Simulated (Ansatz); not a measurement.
# C2HBFN: basis-set convergence

An exercise on one series of results from a longer session: the logs are not shown, and one member is left open.

Method: one geometry, several basis sets; program: Ansatz 0.2.0, Gaussian basis.

Plan: PBE0-D4/def2-SVP; ωB97M-V/def2-SVP; PBE0-D4/def2-QZVPP; ωB97M-V/def2-QZVPP; the functionals' def2-TZVPP values are taken from earlier runs.

### The relaxed structure

All runs share one geometry, relaxed beforehand with PBE0-D4 in a triple-zeta def2 set.

6 atoms, charge 0, spin multiplicity 1.

Atoms are counted from 1 here; the program's logs count them from 0.

Bond lengths: F1–B2 1.269 Å, B2–C3 1.392 Å, C3–C4 1.409 Å, C3–H6 1.086 Å, C4–N5 1.155 Å. Angles: F1–B2–C3 178.5°, B2–C3–C4 122.3°, B2–C3–H6 119.2°, C4–C3–H6 118.5°, C3–C4–N5 179.9°.

The first run:

in.yaml reads:

```yaml
crystal:
  periodic: [false, false, false]
  atoms:
    - {symbol: F, position_ang: [2.361739, -0.550979, 0.482682]}
    - {symbol: B, position_ang: [1.160698, -0.155387, 0.378033]}
    - {symbol: C, position_ang: [-0.152359, 0.299892, 0.291211]}
    - {symbol: C, position_ang: [-1.045021, -0.157943, -0.697922]}
    - {symbol: N, position_ang: [-1.775819, -0.533816, -1.508951]}
    - {symbol: H, position_ang: [-0.507137, 1.034233, 1.008748]}
basis:
  gaussian: {orbitals: def2-SVP}
hamiltonian: {xc: pbe0, dispersion: d4}
output: {orbitals: {seedname: orbitals}}
```

The run is started by

```bash
$ ansatz run in.yaml --threads 2 --pin off --events-out ev --progress --plain --max-ram 4352MiB
```

Steps of the session up to this table: PBE0-D4 in def2-SVP; ωB97M-V in def2-SVP; PBE0-D4 in def2-QZVPP; ωB97M-V in def2-QZVPP.

One table of the session follows, with a row left open; its other results are not shown here.

It belongs to the step «Density functionals: the series». 

| functional | basis | HOMO (eV) | LUMO (eV) |
| --- | --- | --- | --- |
| PBE0-D4 | def2-SVP | -7.23 | -1.66 |
| PBE0-D4 | def2-TZVPP | -7.34 | -1.75 |
| PBE0-D4 | def2-QZVPP | -7.36 | -1.78 |
| ωB97M-V | def2-SVP | -9.30 | 0.56 |
| ωB97M-V | def2-TZVPP | -9.45 | 0.37 |
| ωB97M-V | def2-QZVPP | ? | ? |

**Question.** Estimate the row for ωB97M-V, def2-QZVPP.

The run gave: HOMO (eV): -9.47; LUMO (eV): 0.31. In the column «HOMO (eV)» it is the lowest.
